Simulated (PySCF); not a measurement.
# C2H7FGe (GeHMe2F): the cost of one run

The runs use PySCF 2.14.0, with density-fitted response routines of our own; the level of theory stands in each step. All values are computed, except where a source is named. Atoms count from 0, in the outputs and in this text.

### Step 1. The molecule as given

11 atoms, charge 0, multiplicity 1; geometry from: GFN2-xTB. The atoms were then displaced at random by about 0.03 Å, so the start is not that level's minimum.

Bonds of the start (Å): Ge0–H1 1.50, Ge0–C2 1.87, Ge0–C6 2.05, Ge0–F10 1.75, C2–H3 1.20, C2–H4 1.09, C2–H5 1.09, C6–H7 1.06, C6–H8 1.03, C6–H9 1.08.

### Step 2. Geometry optimisation at PBE0-D3(BJ)/def2-SVP

What the job is given:

```
{"job": {"xc": "PBE0", "basis": "def2-SVP", "d3": "d3bj", "grid": 1, "maxiter": 40, "shake": 0.03, "kind": "geom"}, "charge": 0, "multiplicity": 1}
Ge    -0.170640    -0.469900     0.518880
H     -0.384670    -0.634660     1.991960
C      1.542880    -0.597820    -0.220550
H      2.350690     0.206330     0.161010
H      1.574120    -0.567810    -1.312180
H      2.008080    -1.534190     0.096280
C     -1.263770     1.112490    -0.193560
H     -2.275530     1.070080     0.131210
H     -1.294590     1.101250    -1.222810
H     -0.886730     2.061090     0.156520
F     -1.101790    -1.832370    -0.075850
```

Run with:

```sh
$ OMP_NUM_THREADS=1 python probes_run.py task.json out
```

One launch serves the whole session: the jobs run in the order shown.

**Question.** How long does this first job take on 1 thread of Intel Xeon at 2.50GHz, shared host, and how much memory does it need?

About 54 s, with a peak of 0.43 GiB.
